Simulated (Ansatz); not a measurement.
# VSb2Te4: from the start to rest

Wanted: the geometry at rest of VSb2Te4 (a known structure type filled with other elements, at an estimated volume), relaxing cell and atoms, and its electronic structure there.

All numbers below are computed with Ansatz 0.2.0 (DFT, PBEsol, no spin polarisation, plane waves, PAW).

**1. The structure**

The structure is trigonal, space group R-3m (No. 166). Conventional cell: a = 4.218 Å, b = 4.218 Å, c = 40.811 Å, α = 90.00°, β = 90.00°, γ = 120.00°. Sb (site symmetry 3m) has 6 Te at 3.11 to 3.16 Å as nearest neighbours. Te (site symmetry 3m) has 3 Te at 2.96 Å and 3 Sb at 3.11 Å as nearest neighbours. V (site symmetry -3m) is surrounded by 6 Te at 3.16 Å. Around Te (site symmetry 3m) lie 3 V at 3.16 Å and 3 Sb at 3.16 Å.

As a file:

```xyz
7
Lattice="4.2181 0.0000 0.0000 -2.1091 3.6530 0.0000 -2.1091 1.2177 13.6037" Properties=species:S:1:pos:R:3 pbc="T T T"
Sb    0.0000    2.4353    4.0267
Sb    0.0000    2.4353    9.5770
Te   -2.1091    3.6530    5.9584
Te    2.1091    1.2177    7.6453
V     0.0000    0.0000    0.0000
Te   -2.1091    3.6530   11.5904
Te    2.1091    1.2177    2.0133
```

It starts from an earlier solution of the starting cell (checkpoint.read).

**2. The walk to rest**

Contents of input.yaml:

```yaml
crystal:
  lattice:
    - [4.21812936, 0.0, 0.0]
    - [-2.10906418, 3.65300763, 0.0]
    - [-2.10906418, 1.21766921, 13.60371044]
  atoms:
    - { symbol: Sb, position: [0.432, 0.568, 0.296] }
    - { symbol: Sb, position: [0.568, 0.432, 0.704] }
    - { symbol: Te, position: [0.146, 0.854, 0.438] }
    - { symbol: Te, position: [0.854, 0.146, 0.562] }
    - { symbol: V, position: [0.0, 0.0, 0.0] }
    - { symbol: Te, position: [0.284, 0.716, 0.852] }
    - { symbol: Te, position: [0.716, 0.284, 0.148] }
  symmetry: { tolerance: 0.0003 }
kpoints:
  mp_grid: { grid: [6, 6, 6], shift: [0, 0, 0] }
magnetization:
  spin_polarized: false
scf:
  occupations: { method: fermi_dirac, width: 0.0724 }
  lower_state_search: "off"
hamiltonian:
  pseudopotentials: { kind: paw }
  xc: pbesol
basis:
  ecutwfc: 420
  fft_grid_basis: typed
relax:
  max_steps: 40
  cell: { p_target: 0.0 }
output:
  forces: true
  stress: true
  eigenvalues: true
  bader: true
  populations: true
  elf: true
  write_potential: true
  volumetric_format: npy
  dos:
    e_range: [-12, 8]
    de: 0.05
    projected: { site_lists: { Sb: [Sb], Te: [Te], V: [V] } }
  write_density: true
checkpoint:
  read: saved_state
```

The run is started by

```console
ansatz run input.yaml --threads 2 --pin off --max-ram 2560MiB --backend cpu --events-out ev --progress --plain --runs-dir out
```

The program printed, cut to the lines that bear on the results:

```text
Warning: crystal.lattice misses the space group found at crystal.symmetry.tolerance 3.0e-4 in a digit that the deck types, which is why this is a warning: making the lattice exact moves one of its numbers by a whole unit of that number's last typed decimal, or more. The operation that it [...]
Warning: checkpoint.read: basis.xc_grid differs: saved 1, current 2 (points along each axis for each point of the dense box; where the key is left out runs that use forces, runs that use the stress, dielectric runs by a finite field, finite-displacement phonons, runs of [...]
Warning: RAYON_NUM_THREADS=2 ignored (pool sized by the plan → 2); use --threads N
[...]
Pseudopotentials: kind: paw
Pseudopotential: Sb, paw, valence charge 15, recommended cutoff 420 eV (normal), Sb.paw.azcp
Pseudopotential: Te, paw, valence charge 16, recommended cutoff 420 eV (normal), Te.paw.azcp
Pseudopotential: V, paw, valence charge 13, recommended cutoff 420 eV (normal), V.paw.azcp
Functional definition: PBEsol
[...]
Crystal: 7 atoms, lattice volume = 209.618 Å³
Basis set: ecut = 420 eV, 4071 PW (Γ), exchange–correlation on 60×60×192 points (8 copies of the dense FFT grid, shifted against one another)
Bands: 65, of which v1, the nominal top of the filled ones, is band 54 counted from 1 (53 counted from 0)
Symmetry: 12 space group operations
Space group: R-3m (ITA 166), of the structure as read, at distance tolerance 1.8e-3 Å
k-points: 32 of 216
[...]
SCF iter   1: F=—  HF=-43305.033694 eV  |F-HF|=—  |Δ(HF+E_count)|=         —  Δρ=1.12e-3  dr2=6.08e-3  ethr=1.84e-5  ⟨swp⟩=2.0  Hψ=11097  notcnv=0
[...]
relax step   1: F+E_penalty+E_count = -43305.03368308 eV  Δ(F+E_penalty+E_count) = +0.000e0 eV  max|allowed force component| = 2.435e0 eV/Å  Δτ_max = 0.0000 Å  P = -3.608 GPa  Ω = 209.618 Å³  (8 SCF iters, dr2 threshold 1.00e-7 eV, accepted)
[...]
relax step   2: F+E_penalty+E_count = -43306.27271103 eV  Δ(F+E_penalty+E_count) = -1.239e0 eV  max|allowed force component| = 1.415e0 eV/Å  Δτ_max = 0.1949 Å  P = -2.407 GPa  Ω = 201.954 Å³  energy of the carried Pulay correction = +1.425e-3 eV  (10 SCF iters, dr2 threshold 7.00e-7 eV, accepted)
[...]
SCF iter  10: F=—  HF=-43306.929741 eV  |F-HF|=—  |Δ(HF+E_count)|=   2.33e-7  Δρ=7.54e-6  dr2=7.53e-7  ethr=7.69e-9  ⟨swp⟩=1.1  Hψ=2063  notcnv=0  defer=14
```

**3. The output, continued**

The log, continued:

```text
SCF iter  11: F=-43306.929741 eV  HF=-43306.929741 eV  |F-HF|=5.33e-9  |Δ(HF+E_count)|=   2.57e-8  Δρ=1.14e-6  dr2=8.26e-9  ethr=6.54e-10  ⟨swp⟩=13.4  Hψ=13431  notcnv=0
SCF 3 converged in 11 iterations: F = -43306.929741 eV  dr2 = 8.26e-9
relax step   3: F+E_penalty+E_count = -43306.92974098 eV  Δ(F+E_penalty+E_count) = -6.570e-1 eV  max|allowed force component| = 8.680e-1 eV/Å  Δτ_max = 0.1950 Å  P = -0.934 GPa  Ω = 194.945 Å³  energy of the carried Pulay correction = +2.776e-3 eV  (11 SCF iters, dr2 threshold 7.00e-7 eV, accepted)
[... from here on, the SCF cycles and remarks between the steps are left out ...]
relax step   4: F+E_penalty+E_count = -43307.29927924 eV  Δ(F+E_penalty+E_count) = -3.695e-1 eV  max|allowed force component| = 2.638e-1 eV/Å  Δτ_max = 0.1980 Å  P = +0.617 GPa  Ω = 190.234 Å³  energy of the carried Pulay correction = +3.711e-3 eV  (9 SCF iters, dr2 threshold 7.00e-7 eV, accepted)
relax step   5: F+E_penalty+E_count = -43307.41847267 eV  Δ(F+E_penalty+E_count) = -1.192e-1 eV  max|allowed force component| = 5.239e-1 eV/Å  Δτ_max = 0.0930 Å  P = +1.126 GPa  Ω = 188.534 Å³  energy of the carried Pulay correction = +4.053e-3 eV  (8 SCF iters, dr2 threshold 7.00e-7 eV, accepted)
relax step   6: F+E_penalty+E_count = -43307.53710494 eV  Δ(F+E_penalty+E_count) = -1.186e-1 eV  max|allowed force component| = 2.847e-1 eV/Å  Δτ_max = 0.0464 Å  P = +0.557 GPa  Ω = 189.068 Å³  energy of the carried Pulay correction = +3.945e-3 eV  (8 SCF iters, dr2 threshold 7.00e-7 eV, accepted)
relax step   7: F+E_penalty+E_count = -43307.59367425 eV  Δ(F+E_penalty+E_count) = -5.657e-2 eV  max|allowed force component| = 4.972e-1 eV/Å  Δτ_max = 0.0762 Å  P = +0.827 GPa  Ω = 188.932 Å³  energy of the carried Pulay correction = +3.973e-3 eV  (7 SCF iters, dr2 threshold 7.00e-7 eV, accepted)
relax step   8: F+E_penalty+E_count = -43307.63416622 eV  Δ(F+E_penalty+E_count) = -4.049e-2 eV  max|allowed force component| = 1.752e-1 eV/Å  Δτ_max = 0.0620 Å  P = -0.374 GPa  Ω = 190.753 Å³  energy of the carried Pulay correction = +3.606e-3 eV  (8 SCF iters, dr2 threshold 7.00e-7 eV, accepted)
relax step   9: F+E_penalty+E_count = -43307.62518946 eV  Δ(F+E_penalty+E_count) = +8.977e-3 eV  max|allowed force component| = 2.955e-1 eV/Å  Δτ_max = 0.0885 Å  P = -0.462 GPa  Ω = 194.369 Å³  energy of the carried Pulay correction = +2.889e-3 eV  (8 SCF iters, dr2 threshold 7.00e-7 eV, rejected (line search))
relax step  10: F+E_penalty+E_count = -43307.65868426 eV  Δ(F+E_penalty+E_count) = -2.452e-2 eV  max|allowed force component| = 9.101e-2 eV/Å  Δτ_max = 0.0431 Å  P = -0.010 GPa  Ω = 190.150 Å³  energy of the carried Pulay correction = +3.727e-3 eV  (12 SCF iters, accepted)
relax step  11: F+E_penalty+E_count = -43307.66530341 eV  Δ(F+E_penalty+E_count) = -6.619e-3 eV  max|allowed force component| = 3.419e-2 eV/Å  Δτ_max = 0.0615 Å  P = +0.132 GPa  Ω = 189.195 Å³  energy of the carried Pulay correction = +3.920e-3 eV  (7 SCF iters, dr2 threshold 5.18e-7 eV, accepted)
relax step  12: F+E_penalty+E_count = -43307.66645629 eV  Δ(F+E_penalty+E_count) = -1.153e-3 eV  max|allowed force component| = 2.468e-3 eV/Å  Δτ_max = 0.0165 Å  P = +0.016 GPa  Ω = 189.678 Å³  energy of the carried Pulay correction = +3.822e-3 eV  (7 SCF iters, dr2 threshold 7.31e-8 eV, accepted)
relax step  13: F+E_penalty+E_count = -43307.66895608 eV  Δ(F+E_penalty+E_count) = -2.500e-3 eV  max|allowed force component| = 2.736e-3 eV/Å  Δτ_max = 0.0000 Å  P = +0.067 GPa  Ω = 189.678 Å³  stress off target by 1.78e-1 GPa  SCF on the basis re-selected at this cell (its energy is not comparable with the rows above)  (8 SCF iters)
relax step  14: F+E_penalty+E_count = -43307.66927661 eV  Δ(F+E_penalty+E_count) = -3.205e-4 eV  max|allowed force component| = 8.623e-3 eV/Å  Δτ_max = 0.0043 Å  P = +0.015 GPa  Ω = 189.947 Å³  energy of the carried Pulay correction = -6.260e-5 eV  (7 SCF iters, dr2 threshold 7.89e-8 eV, accepted)
iter 1 solved again at ethr=1.60e-7 eV; its pass at ethr=3.10e-3 eV (dr2=1.71e-4 eV) is discarded
SCF iter   1: F=—  HF=-43307.669285 eV  |F-HF|=—  |Δ(HF+E_count)|=         —  Δρ=5.82e-5  dr2=1.48e-7  ethr=1.60e-7  ⟨swp⟩=4.0  Hψ=13890  notcnv=0
preconditioner: auto → Kerker (q_TF=auto, 2.479 Å⁻¹)  [metal: Δε(μ)=0.016 eV  Ē_g=7.476 eV  σ=0.072 eV  W_gap=0.06  n_scr=60 (ndim 8)  ℏωp=16.8 eV  f_vac=0.001  D(μ)=3.99/eV (n_scr^D=20)]
SCF iter   2: F=—  HF=-43307.669346 eV  |F-HF|=—  |Δ(HF+E_count)|=   6.06e-5  Δρ=2.95e-5  dr2=4.15e-8  ethr=1.39e-10  ⟨swp⟩=2.7  Hψ=3936  notcnv=0
SCF iter   3: F=—  HF=-43307.669348 eV  |F-HF|=—  |Δ(HF+E_count)|=   2.04e-6  Δρ=7.14e-7  dr2=1.13e-9  ethr=3.88e-11  ⟨swp⟩=1.0  Hψ=2080  notcnv=0
SCF iter   4: F=—  HF=-43307.669348 eV  |F-HF|=—  |Δ(HF+E_count)|=  2.18e-10  Δρ=3.84e-7  dr2=5.31e-10  ethr=1.05e-12  ⟨swp⟩=2.0  Hψ=2904  notcnv=0
SCF iter   5: F=—  HF=-43307.669348 eV  |F-HF|=—  |Δ(HF+E_count)|=  7.28e-11  Δρ=1.78e-7  dr2=1.42e-10  ethr=1.00e-12  ⟨swp⟩=2.0  Hψ=2854  notcnv=0
SCF iter   6: F=-43307.669348 eV  HF=-43307.669348 eV  |F-HF|=3.64e-11  |Δ(HF+E_count)|=  2.18e-11  Δρ=7.33e-8  dr2=4.63e-11  ethr=1.00e-12  ⟨swp⟩=8.2  Hψ=9928  notcnv=0
SCF 15 converged in 6 iterations: F = -43307.669348 eV  dr2 = 4.63e-11
relax step  15: F+E_penalty+E_count = -43307.66934799 eV  Δ(F+E_penalty+E_count) = -7.138e-5 eV  max|allowed force component| = 8.616e-3 eV/Å  Δτ_max = 0.0000 Å  P = +0.015 GPa  Ω = 189.947 Å³  stress off target by 1.97e-2 GPa  SCF on the basis re-selected at this cell (its energy is not comparable with the rows above)  (6 SCF iters)
basis re-selected at this cell: Δ(F+E_penalty+E_count) = -7.138e-5 eV, ΔP = -0.000 GPa vs the last step (what re-selecting the basis moved, of the pressure what is left beyond the Pulay correction that the steps carried, after the strain that the cell walked since its last selection, with what the two solves' SCF thresholds leave and, on support functions, any second-order correction that the steps lacked; it is no measure of the basis error at this ecutwfc). This SCF's stress stands 1.97e-2 GPa from its target on what of the cell is left free (relax.cell.stress_tol is 5.00e-2 GPa) and its largest allowed force component is 8.62e-3 eV/Å (relax.f_tol is 1.00e-2 eV/Å): within both
SCF converged after 6 iterations
Free energy (F): -43307.669348 eV
Harris-Foulkes:  -43307.669348 eV  (|F-HF|=3.64e-11)
Internal energy: -43307.598361 eV  (E = F + TS)
E sigma→0 (E₀):  -43307.633855 eV
Entropy (-TS):   -0.070987 eV (-10.141 meV/atom)
Fermi energy:    11.095518 eV
--- Per-component energies (eV) ---
  E_band       = -1451.011381
  E_kinetic    = 1475.210779
  E_local      = -9101.906383  (includes V_loc(G=0)·N_el)
  E_nonlocal   = -546.509873
  E_hartree    = 5101.369550
  E_xc         = -899.059909
  E_vxc        = -776.145157  (∫ρ·V_xc dr)
  E_paw        = -28423.662071  (= ΣΔE_a)
  E_vpaw       = -2704.399390  (= ΣTr[D̂ρ^β])
  E_aug_tail   = -0.000421  (compensation charges beyond the density's cutoff)
  E_ewald      = -10915.352688
  E_core_change = 2.312654  (= ΣΔE_core)
  E_smearing   = -0.070987  (= −TS)
  E_closure    = -0.000000  (closes the sum)
  Σ components = -43307.669348   (vs F -43307.669348, Δ=0.00e0)
--- Forces (eV/Å), atoms counted from 1 ---
  atom   1  Sb     0.00000000     0.00000000     0.00145491
  atom   2  Sb    -0.00000000    -0.00000000    -0.00145491
  atom   3  Te     0.00000000    -0.00000000     0.00119400
  atom   4  Te    -0.00000000     0.00000000    -0.00119400
  atom   5  V     -0.00000000    -0.00000000     0.00000000
  atom   6  Te     0.00000000    -0.00000000     0.00861610
  atom   7  Te    -0.00000000     0.00000000    -0.00861610
  max |Σ_I F_I| component: 1.04e-17 eV/Å
--- Stress (GPa, compression-positive) ---
        0.012918      -0.000000       0.000000
        0.000000       0.012918       0.000000
        0.000000      -0.000000       0.019733
  P = ⅓ Tr σ = 0.0152 GPa (0.152 kbar)
--- Band table (eV; the first three rows and the last of 32) ---
  k-point 0: bands = ["-53.2301", "-27.2613", "-27.2613", "-27.0891", "-26.2589", "-26.2573", "-26.2474", "-26.2474", "-26.2341", "-26.2341", "-26.1989", "-26.1989", "-26.1979", "-26.1979", "-25.7554", "-25.7554", "-25.7411", "-25.7411", "-25.7404", "-25.7404", "-25.7377", "-25.7360", "-25.7360", "-25.7348", "-18.3365", "-18.3365", "-18.3242", "-18.3242", "-18.3241", "-18.3241", "-18.3168", "-18.3168", "-18.3168", "-18.3168", "-2.9384", "-2.2488", "-1.6687", "-0.6702", "1.2478", "2.6082", "5.6329", "8.1142", "8.3604", "8.8544", "8.8544", "10.2627", "10.2627", "10.7007", "10.7007", "10.8758", "10.8758", "11.2637", "11.5669", "11.5669", "11.6440", "12.9024", "12.9024", "12.9263", "13.4351", "13.4351", "13.8101", "13.9785", "13.9785", "15.7877", "16.2849"]
  k-point 1: bands = ["-53.2301", "-27.2613", "-27.2613", "-27.0891", "-26.2589", "-26.2574", "-26.2474", "-26.2474", "-26.2341", "-26.2341", "-26.1988", "-26.1988", "-26.1979", "-26.1979", "-25.7554", "-25.7554", "-25.7411", "-25.7411", "-25.7404", "-25.7404", "-25.7377", "-25.7360", "-25.7360", "-25.7348", "-18.3365", "-18.3365", "-18.3242", "-18.3242", "-18.3241", "-18.3241", "-18.3168", "-18.3168", "-18.3168", "-18.3168", "-2.9373", "-2.2576", "-1.6502", "-0.6912", "1.2855", "2.5593", "5.7382", "7.6181", "8.8544", "8.8544", "8.8758", "10.2620", "10.2620", "10.7025", "10.7025", "10.8761", "10.8761", "11.0901", "11.5625", "11.5625", "11.6462", "12.9274", "12.9274", "13.0191", "13.3941", "13.3941", "13.7892", "13.9988", "13.9988", "15.7827", "16.1825"]
  k-point 2: bands = ["-53.2301", "-27.2613", "-27.2613", "-27.0891", "-26.2589", "-26.2574", "-26.2474", "-26.2474", "-26.2341", "-26.2341", "-26.1989", "-26.1989", "-26.1979", "-26.1979", "-25.7554", "-25.7554", "-25.7411", "-25.7411", "-25.7404", "-25.7404", "-25.7377", "-25.7360", "-25.7360", "-25.7348", "-18.3365", "-18.3365", "-18.3242", "-18.3242", "-18.3241", "-18.3241", "-18.3168", "-18.3168", "-18.3168", "-18.3168", "-2.9351", "-2.2742", "-1.6127", "-0.7338", "1.3673", "2.4566", "6.0184", "7.0650", "8.8544", "8.8544", "9.4919", "10.2608", "10.2608", "10.6719", "10.7060", "10.7060", "10.8767", "10.8767", "11.5539", "11.5539", "11.6481", "12.9914", "12.9914", "13.1961", "13.3031", "13.3031", "13.7336", "14.0345", "14.0345", "15.7730", "16.0647"]
  k-point 31: bands = ["-53.2287", "-27.2706", "-27.2706", "-27.1019", "-26.2559", "-26.2559", "-26.2521", "-26.2402", "-26.2402", "-26.2331", "-26.1957", "-26.1934", "-26.1934", "-26.1922", "-25.7546", "-25.7463", "-25.7463", "-25.7387", "-25.7369", "-25.7363", "-25.7363", "-25.7313", "-25.7312", "-25.7312", "-18.3327", "-18.3327", "-18.3295", "-18.3295", "-18.3244", "-18.3244", "-18.3070", "-18.3070", "-18.3059", "-18.3059", "-0.2112", "-0.2112", "0.2635", "0.2635", "1.7614", "1.8266", "5.7021", "5.7091", "6.2629", "6.4429", "6.5366", "6.9844", "7.2510", "7.3637", "7.9198", "8.0246", "8.4965", "8.5599", "10.5887", "10.6366", "11.3334", "11.3369", "11.6590", "11.9132", "12.4425", "12.7868", "12.8195", "13.5557", "14.3297", "16.3048", "17.5848"]
--- Relaxed structure (13 steps of the walk, 12 accepted, 2 SCFs on fresh bases) ---
  F+E_penalty+E_count = -43307.66934799 eV   max|allowed force component| = 8.616e-3 eV/Å   (the final SCF, on the basis selected at the relaxed cell)
  cell:  # Å, volume = 189.9469 Å³
    - [3.7789423833172897, -2.586185822763677e-7, -4.629793862678684e-8]
    - [-1.889470967688383, 3.2726602326997765, 2.3148967925662427e-8]
    - [-1.8894709288310385, 1.0908868304394466, 15.358930322170385]
  atoms:
    - { symbol: Sb, position: [0.4292292803689932, 0.5707707196310066, 0.2876878411069799] }
    - { symbol: Sb, position: [0.5707707196310066, 0.42922928036899344, 0.7123121588930199] }
    - { symbol: Te, position: [0.13828585058221815, 0.8617141494177818, 0.41485755174665456] }
    - { symbol: Te, position: [0.861714149417782, 0.13828585058221826, 0.5851424482533454] }
    - { symbol: V, position: [3.0361523958769885e-19, -3.0361525325299075e-19, 9.108457597589753e-19] }
    - { symbol: Te, position: [0.298439504828861, 0.701560495171139, 0.8953185144865826] }
    - { symbol: Te, position: [0.7015604951711388, 0.2984395048288607, 0.10468148551341738] }
--- Löwdin populations: 7 sites ---
  site symbol       q [e]
     0     Sb     14.8932
     1     Sb     14.8932
     2     Te     15.9472
     3     Te     15.9472
     4      V     12.5845
     5     Te     16.1356
     6     Te     16.1356
  spilling = 0.004330 (of n_electrons = 107.000000)
--- Bader charges: 7 sites ---
  site symbol  charge [e]  shift [e]
     0     Sb      0.3099     0.0000
     1     Sb      0.3099     0.0000
     2     Te     -0.2125     0.0000
     3     Te     -0.2125     0.0000
     4      V      0.9677     0.0021
     5     Te     -0.5813     0.0010
     6     Te     -0.5812     0.0010
  estimated error of the sums over rays = 5.1e-4 e
```

Wall time 6 min (2 threads, shared host); peak memory 0.79 GiB.

Step by step:

```csv
step,energy from step 1 (eV/cell),largest force component (eV/Å),pressure (GPa),volume (Å³)
1,0.0000,2.4349,-3.61,209.62
2,-1.2390,1.4148,-2.41,201.95
3,-1.8961,0.8680,-0.93,194.95
4,-2.2656,0.2638,0.62,190.23
5,-2.3848,0.5239,1.13,188.53
6,-2.5034,0.2847,0.56,189.07
7,-2.5600,0.4972,0.83,188.93
8,-2.6005,0.1752,-0.37,190.75
9x,-2.5915,0.2955,-0.46,194.37
10,-2.6250,0.0910,-0.01,190.15
11,-2.6316,0.0342,0.13,189.19
12,-2.6328,0.0025,0.02,189.68
13,-2.6353,0.0027,0.07,189.68
14,-2.6356,0.0086,0.02,189.95
15,-2.6357,0.0086,0.02,189.95
```

Step 1 is the start. Steps 13, 15 repeat the geometry before on a plane-wave basis chosen anew for that cell, so the energy can jump there without any move; the table keeps such jumps. 1 step was tried and not accepted (marked x).

| input's cell | before | after | change |
| --- | --- | --- | --- |
| a (Å) | 4.218 | 3.779 | -10.4 % |
| b (Å) | 4.218 | 3.779 | -10.4 % |
| c (Å) | 13.820 | 15.513 | +12.3 % |
| α (°) | 81.22 | 83.00 | +1.78° |
| β (°) | 98.78 | 97.00 | -1.78° |
| volume (Å³/atom) | 29.95 | 27.14 | -9.4 % |

The largest move, 0.67 Å, apart from the change of the cell, is shared by several atoms, Te6 among them.

**4. Total and projected density of states**

Counts of states in windows (eV from the Fermi level; tetrahedra), total and projected:

```
from    to  total  Sb p  Te p   V d
-4.5  -4.0   1.99  0.37  1.33  0.10
-4.0  -3.5   2.48  0.61  1.48  0.13
-3.5  -3.0   2.30  0.48  1.41  0.19
-3.0  -2.5   3.25  0.52  2.04  0.48
-2.5  -2.0   3.56  0.47  2.16  0.69
-2.0  -1.5   2.57  0.40  1.63  0.35
-1.5  -1.0   1.58  0.23  1.03  0.22
-1.0  -0.5   1.96  0.64  0.76  0.41
-0.5   0.0   2.28  0.40  0.49  1.22
 0.0   0.5   2.42  0.41  0.46  1.41
 0.5   1.0   3.92  0.82  0.96  1.88
 1.0   1.5   3.02  1.15  0.98  0.60
```

**5. Atomic charges**

Gathered by element (positive charge: electrons given up): Löwdin charges also hold the electrons that the projection spills.

```csv
element,atoms,Bader charge (e),Bader volume (Å³),Löwdin charge (e)
Sb,2,+0.31,27.8,+0.11
Te,4,-0.58 to -0.21,29.3 to 31.7,-0.14 to +0.05
V,1,+0.97,12.3,+0.41
```

The Löwdin projection spills 0.4 % of the electrons and depends on the orbitals chosen; where it disagrees with Bader's partition, neither is an observable.

**6. Real-space fields**

Maps in the plane spanned by a and b at height 0.712 along c (axes of the input's cell), one cell: a runs left to right (11 points from zero), b bottom to top (11 points), 120° apart. Inside the augmentation spheres the fields are the smooth ones.

Valence density. Ten steps from '0' (0.06 e/Å³) to '9' (19.60 e/Å³), finer at the low end (step k begins (100^(k/10) - 1)/99 of the way up):
```
00000000000
00000001111
00000012221
00001235431
00002478631
00013799631
00125898421
00124664210
00123332100
00111111000
00000000000
```

ELF. Ten even steps from '0' (0.00) to '9' (0.47):
```
43344334666
63222479999
84225998889
94259875578
83498610178
63797100279
44985000688
36985126895
36987778963
36998898532
34689864333
```

Atoms within 0.2 Å of the plane, in fractions of a and b: Sb at (0.57, 0.43).

At the density minimum on some short contacts:

```csv
contact,length (Å),minimum at (fraction),density (e/Å³),ELF
Sb1–Te3,2.928,0.47,0.342,0.59
Te3–Te4,3.406,0.50,0.153,0.25
```

**7. What came out**

| quantity | value |
| --- | --- |
| moves | 11 |
| energy gained | 376.2 meV/atom |
| largest move | 0.67 Å (Te) |
| space group (0.01 Å), before / after | R-3m / R-3m |
| cell | a = 3.779 Å, b = 3.779 Å, c = 15.513 Å, α = 83.00°, β = 97.00°, γ = 120.00° |
| volume | 27.14 Å³/atom (-9.4 %) |
| pressure at the end | 0.02 GPa |
| formation energy (elements from separate runs) | -0.02 eV/atom |
| character | metal |
| density of states, mean within 0.25 eV of the Fermi level | 3.4 per eV per cell |
| Bader charges | Sb +0.31, Te -0.58 to -0.21, V +0.97 e |

**Reading.** The volume shrank by 9.4 %, and the largest move of an atom is 0.67 Å apart from the change of the cell; the energy fell by 376.2 meV per atom. The shape changed more than that tells: the edges moved by -10, -10, +12 %. With 12 symmetry operations imposed, the end may be a saddle point towards distortions that break them. The cell is metallic; within 0.25 eV of the Fermi level the density of states averages 3.4 per eV per cell, mostly V d (58 %), Te p (19 %) and Sb p (16 %). Against the elements' reference phases (Sb A7 rhombohedral, Te trigonal tellurium, V bcc; separate runs with the same functional) the formation energy is -0.02 eV per atom, too near zero to call. By Bader's partition V gives up most (+0.97 e) and Te takes most (-0.40 e).

Limits of this run: no spin polarisation, so a magnetic state may lie lower; the k mesh is coarse for a cell without a gap.
